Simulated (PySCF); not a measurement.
# WF4+: ligand-field states, part 2 of 2

PySCF 2.14.0. Atoms count from 0. Earlier steps stand in the parts before.

## 7. Ligand-field states: state-averaged CASSCF (angle to the S4 axis at 72°)

The job: settings as JSON, then the geometry in Å.

```
{"job": {"kind": "lf", "basis": {"metal": "x2c-TZVPall", "ligand": "x2c-SVPall"}, "nevpt": true, "reuse": true}, "charge": 1, "metal": "W", "open_shell": "d1"}
W      0.000000     0.000000     0.000000
F      1.210497     1.210497     0.556231
F     -1.210497    -1.210497     0.556231
F     -1.210497     1.210497    -0.556231
F      1.210497    -1.210497    -0.556231
```

With the program's defaults for keys left out, this is: state-averaged CASSCF of the metal d shell, SC-NEVPT2 on the averaged canonical orbitals, state-interaction spin-orbit coupling.

What it wrote:

```text
basis functions 137, electrons 109, active (1e, 5o)
start from the orbitals of the previous structure
stage 1: DIIS on the effective Fock matrix, level shift 0.30
cycle   1  E = -16535.8968071373  dE = -1.654e+04  max|g| = 1.829e+01
cycle   2  E = -16537.6152069437  dE = -1.718e+00  max|g| = 4.374e-01
cycle   3  E = -16537.7251545014  dE = -1.099e-01  max|g| = 1.127e-01
cycle   4  E = -16537.7345271454  dE = -9.373e-03  max|g| = 1.029e-01
cycle   5  E = -16537.7426601178  dE = -8.133e-03  max|g| = 3.895e-02
cycle   6  E = -16537.7440672078  dE = -1.407e-03  max|g| = 8.987e-03
cycle   7  E = -16537.7442206512  dE = -1.534e-04  max|g| = 4.684e-03
cycle   8  E = -16537.7442613895  dE = -4.074e-05  max|g| = 2.653e-03
cycle   9  E = -16537.7442705644  dE = -9.175e-06  max|g| = 1.337e-03
cycle  10  E = -16537.7442727993  dE = -2.235e-06  max|g| = 6.250e-04
cycle  11  E = -16537.7442733629  dE = -5.636e-07  max|g| = 2.745e-04
cycle  12  E = -16537.7442735134  dE = -1.505e-07  max|g| = 1.178e-04
cycle  13  E = -16537.7442735579  dE = -4.448e-08  max|g| = 6.618e-05
cycle  14  E = -16537.7442735703  dE = -1.237e-08  max|g| = 3.358e-05
cycle  15  E = -16537.7442735737  dE = -3.449e-09  max|g| = 1.532e-05
cycle  16  E = -16537.7442735746  dE = -9.204e-10  max|g| = 9.237e-06
converged average energy = -16537.7442735746

 mult deg   label        CASSCF/cm-1   NEVPT2/cm-1
   2   1   2A1                 0.0           0.0
   2   2   2E              15264.8       17920.1
   2   1   2B1             17649.7       21435.4
   2   1   2B2             54413.4       55495.8

spin-orbit levels / cm-1
      0.00  x2  2A1 0.97
  18053.98  x2  2E 0.97
  18155.77  x2  2E 0.76 2B1 0.23
  22837.71  x2  2B1 0.76 2E 0.24
  56221.31  x2  2B2 0.99
```

Run time: 8 s. Hardware: 1 thread of Arm Neoverse V2, shared host; peak memory 0.35 GiB.

Warnings kept with the result: strongly covalent, metal-shell active space is small for this complex.

Key values:

```csv
quantity,value
spin-orbit constant ζ,2336 cm⁻¹
```

Powder susceptibility:

```csv
T (K),χT (cm³ K/mol),μ(eff)
2,0.238,1.38
20,0.239,1.38
100,0.241,1.39
300,0.246,1.40
```

## 8. Ligand-field states: state-averaged CASSCF (angle to the S4 axis at 80°)

The job: settings as JSON, then the geometry in Å.

```
{"job": {"kind": "lf", "basis": {"metal": "x2c-TZVPall", "ligand": "x2c-SVPall"}, "nevpt": true, "reuse": true}, "charge": 1, "metal": "W", "open_shell": "d1"}
W      0.000000     0.000000     0.000000
F      1.253456     1.253456     0.312567
F     -1.253456    -1.253456     0.312567
F     -1.253456     1.253456    -0.312567
F      1.253456    -1.253456    -0.312567
```

Method: state-averaged CASSCF of the metal d shell, SC-NEVPT2 on the averaged canonical orbitals, state-interaction spin-orbit coupling.

What it wrote:

```text
basis functions 137, electrons 109, active (1e, 5o)
start from the orbitals of the previous structure
stage 1: DIIS on the effective Fock matrix, level shift 0.30
cycle   1  E = -16535.3456206794  dE = -1.654e+04  max|g| = 1.553e+01
cycle   2  E = -16537.5349204399  dE = -2.189e+00  max|g| = 4.915e-01
cycle   3  E = -16537.6791428037  dE = -1.442e-01  max|g| = 1.284e-01
cycle   4  E = -16537.6938751237  dE = -1.473e-02  max|g| = 1.165e-01
cycle   5  E = -16537.7042570480  dE = -1.038e-02  max|g| = 4.632e-02
cycle   6  E = -16537.7061543019  dE = -1.897e-03  max|g| = 1.301e-02
cycle   7  E = -16537.7063905893  dE = -2.363e-04  max|g| = 6.791e-03
cycle   8  E = -16537.7064560076  dE = -6.542e-05  max|g| = 3.793e-03
cycle   9  E = -16537.7064717466  dE = -1.574e-05  max|g| = 1.922e-03
cycle  10  E = -16537.7064766396  dE = -4.893e-06  max|g| = 8.944e-04
cycle  11  E = -16537.7064785093  dE = -1.870e-06  max|g| = 3.938e-04
cycle  12  E = -16537.7064794676  dE = -9.583e-07  max|g| = 2.484e-04
cycle  13  E = -16537.7064800703  dE = -6.026e-07  max|g| = 1.811e-04
cycle  14  E = -16537.7064804291  dE = -3.588e-07  max|g| = 1.237e-04
cycle  15  E = -16537.7064805807  dE = -1.516e-07  max|g| = 8.347e-05
cycle  16  E = -16537.7064806516  dE = -7.094e-08  max|g| = 5.157e-05
cycle  17  E = -16537.7064806785  dE = -2.685e-08  max|g| = 2.788e-05
cycle  18  E = -16537.7064806850  dE = -6.516e-09  max|g| = 1.495e-05
cycle  19  E = -16537.7064806867  dE = -1.724e-09  max|g| = 7.250e-06
converged average energy = -16537.7064806867

 mult deg   label        CASSCF/cm-1   NEVPT2/cm-1
   2   1   2A1                 0.0           0.0
   2   2   2E              14043.6       18709.4
   2   1   2B1             23706.4       29338.8
   2   1   2B2             69862.8       71923.0

spin-orbit levels / cm-1
      0.00  x2  2A1 0.98
  18476.70  x2  2E 0.98
  19862.81  x2  2E 0.96 2B1 0.04
  30052.01  x2  2B1 0.96 2E 0.04
  72578.09  x2  2B2 1.00
```

It took 8.7 s on 1 thread of Arm Neoverse V2, shared host; peak memory 0.35 GiB.

Warnings kept with the result: an active orbital is not mainly the metal shell.

An active orbital is only 58 % metal, under the run's own bar for a metal shell, so levels, ζ, ground spin and magnetism of this run may not be those of the metal's shell and are not read here.

## 9. Ligand-field states: state-averaged CASSCF (angle to the S4 axis at 90°)

The job: settings as JSON, then the geometry in Å.

```
{"job": {"kind": "lf", "basis": {"metal": "x2c-TZVPall", "ligand": "x2c-SVPall"}, "nevpt": true, "reuse": true}, "charge": 1, "metal": "W", "open_shell": "d1"}
W      0.000000     0.000000     0.000000
F      1.272792     1.272792     0.000000
F     -1.272792    -1.272792     0.000000
F     -1.272792     1.272792     0.000000
F      1.272792    -1.272792     0.000000
```

Level: state-averaged CASSCF of the metal d shell, SC-NEVPT2 on the averaged canonical orbitals, state-interaction spin-orbit coupling.

What it wrote (excerpt; [...] marks lines left out):

```text
basis functions 137, electrons 109, active (1e, 5o)
start from the orbitals of the previous structure
stage 1: DIIS on the effective Fock matrix, level shift 0.30
cycle   1  E = -16534.2812494424  dE = -1.653e+04  max|g| = 1.315e+01
cycle   2  E = -16537.4154042516  dE = -3.134e+00  max|g| = 5.614e-01
cycle   3  E = -16537.6319177793  dE = -2.165e-01  max|g| = 1.872e-01
cycle   4  E = -16537.6624470867  dE = -3.053e-02  max|g| = 1.279e-01
cycle   5  E = -16537.6760134935  dE = -1.357e-02  max|g| = 5.439e-02
cycle   6  E = -16537.6786871445  dE = -2.674e-03  max|g| = 2.042e-02
cycle   7  E = -16537.6791148872  dE = -4.277e-04  max|g| = 1.076e-02
cycle   8  E = -16537.6792732707  dE = -1.584e-04  max|g| = 6.020e-03
cycle   9  E = -16537.6793532453  dE = -7.997e-05  max|g| = 3.150e-03
cycle  10  E = -16537.6794188115  dE = -6.557e-05  max|g| = 2.505e-03
[... 8 cycles left out ...]
cycle  19  E = -16537.6798769321  dE = -9.047e-06  max|g| = 4.593e-04
cycle  20  E = -16537.6798826394  dE = -5.707e-06  max|g| = 2.972e-04
cycle  21  E = -16537.6798844925  dE = -1.853e-06  max|g| = 1.899e-04
cycle  22  E = -16537.6798852004  dE = -7.079e-07  max|g| = 1.193e-04
cycle  23  E = -16537.6798854645  dE = -2.641e-07  max|g| = 7.097e-05
cycle  24  E = -16537.6798855474  dE = -8.292e-08  max|g| = 4.357e-05
cycle  25  E = -16537.6798855734  dE = -2.595e-08  max|g| = 2.853e-05
cycle  26  E = -16537.6798855811  dE = -7.727e-09  max|g| = 1.999e-05
cycle  27  E = -16537.6798855818  dE = -7.349e-10  max|g| = 1.396e-05
cycle  28  E = -16537.6798855829  dE = -1.073e-09  max|g| = 7.419e-06
converged average energy = -16537.6798855829

 mult deg   label        CASSCF/cm-1   NEVPT2/cm-1
   2   1   2A1g                0.0           0.0
   2   2   2Eg             13367.7       19271.5
   2   1   2B2g            26871.1       33713.5
   2   1   2B1g            81146.1       87529.2

spin-orbit levels / cm-1
      0.00  x2  2A1g 0.98
  18811.00  x2  2Eg 0.98
  20667.43  x2  2Eg 0.97
  34312.45  x2  2B2g 0.97
  88211.06  x2  2B1g 1.00
```

Wall time 11 s (1 thread of Arm Neoverse V2, shared host); peak memory 0.35 GiB.

Warnings kept with the result: strongly covalent, metal-shell active space is small for this complex.

In short:

```csv
quantity,value
spin-orbit constant ζ,2716 cm⁻¹
```

Powder susceptibility:

```csv
T (K),χT (cm³ K/mol),μ(eff)
2,0.250,1.41
20,0.250,1.42
100,0.252,1.42
300,0.257,1.43
```

## 10. The runs side by side

From the NEVPT2 states (cm⁻¹; the spread is that of the fitted one-electron ligand-field levels):

```csv
step,setting,ground state,next state,orbital spread,ζ,"μ(eff), 300 K"
2,as given,2E,2T2 at 16565,16565,2298,1.37
3,angle to the S4 axis at 45,2B1,2A1 at 5907,27471,2277,1.22
4,angle to the S4 axis at 50,2B1,2A1 at 3883,22078,2293,1.31
5,angle to the S4 axis at 60,2A1,2B1 at 6166,27547,2296,1.35
6,angle to the S4 axis at 65,2A1,2B1 at 12733,39189,2300,1.37
7,angle to the S4 axis at 72,2A1,2E at 17920,55496,2336,1.40
9,angle to the S4 axis at 90,2A1g,2Eg at 19272,87529,2716,1.43
```

## 11. Summary of results

What follows sums up all 2 parts.

```
                                                         quantity       value
            spin-orbit constant ζ (step 2, state-averaged CASSCF)   2298 cm⁻¹
ground multiplicity, μ(eff) at 300 K (step 2, 4 donors at 1.80 Å)  2, 1.37 μB
ground multiplicity, μ(eff) at 300 K (step 3, 4 donors at 1.80 Å)  2, 1.22 μB
ground multiplicity, μ(eff) at 300 K (step 4, 4 donors at 1.80 Å)  2, 1.31 μB
ground multiplicity, μ(eff) at 300 K (step 5, 4 donors at 1.80 Å)  2, 1.35 μB
ground multiplicity, μ(eff) at 300 K (step 6, 4 donors at 1.80 Å)  2, 1.37 μB
ground multiplicity, μ(eff) at 300 K (step 7, 4 donors at 1.80 Å)  2, 1.40 μB
ground multiplicity, μ(eff) at 300 K (step 9, 4 donors at 1.80 Å)  2, 1.43 μB
```

What this shows: In step 2, χT goes from 0.23 at 2 K to 0.24 cm³ K/mol at 300 K: nearly flat, so one level governs the whole range. Step 8 is set aside: its active space failed the test for the metal's shell. The spread of the ligand-field levels runs from 16565 cm⁻¹ (as given) to 87529 cm⁻¹ (angle to the S4 axis at 90); μ(eff) at 300 K: 1.22 to 1.43 μB. The bonding is strongly covalent, and an active space of the metal's shell alone is small for it, so these values are rough.
